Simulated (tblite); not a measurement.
# C4H9AsOS: the cost of one run

Computed with tblite 0.8.0 and PySCF 2.14.0, with density-fitted response routines of our own, on a single molecule in the gas phase. Atoms are numbered from 0 throughout.

## 1. The molecule as given

16 atoms, charge 0, multiplicity 1; geometry from: force field or distance geometry start.

Bonds of the start (Å): O0–C1 1.22, C1–C2 1.50, C2–As3 1.94, As3–C4 1.96, C4–C5 1.53, C5–S6 1.82, C1–H7 1.09, C2–H8 1.11, C2–H9 1.11, As3–H10 1.57, C4–H11 1.11, C4–H12 1.09, C5–H13 1.12, C5–H14 1.09, S6–H15 1.43.

## 2. Relaxing the molecule with GFN2-xTB

Job settings and geometry (Å):

```
{"job": {"kind": "relax", "xc": "GFN2-xTB", "basis": "xTB"}, "charge": 0, "multiplicity": 1}
O     -2.112400     2.220500     0.758800
C     -2.487700     1.084600     0.974900
C     -2.320400     0.021000    -0.064200
As    -0.668800    -0.992300     0.076900
C      0.915600     0.148300     0.297400
C      2.094300    -0.710000    -0.161200
S      3.673600     0.195000    -0.068100
H     -2.915100     0.758700     1.922600
H     -2.438700     0.429900    -1.091800
H     -3.169500    -0.690100     0.059200
H     -0.477700    -2.017800    -1.092100
H      1.120800     0.342300     1.373800
H      0.840300     1.081800    -0.262200
H      2.150300    -1.613800     0.497700
H      1.959400    -1.036300    -1.190400
H      3.828400     0.787200     1.224800
```

Command:

```
$ OMP_NUM_THREADS=1 python probes_run.py task.json out
```

This one command runs all jobs of the session in turn.

**Question.** How long does this first job take on 1 thread of Arm Neoverse V1, shared host, and how much memory does it need?

About 1 s, with a peak of 0.18 GiB.
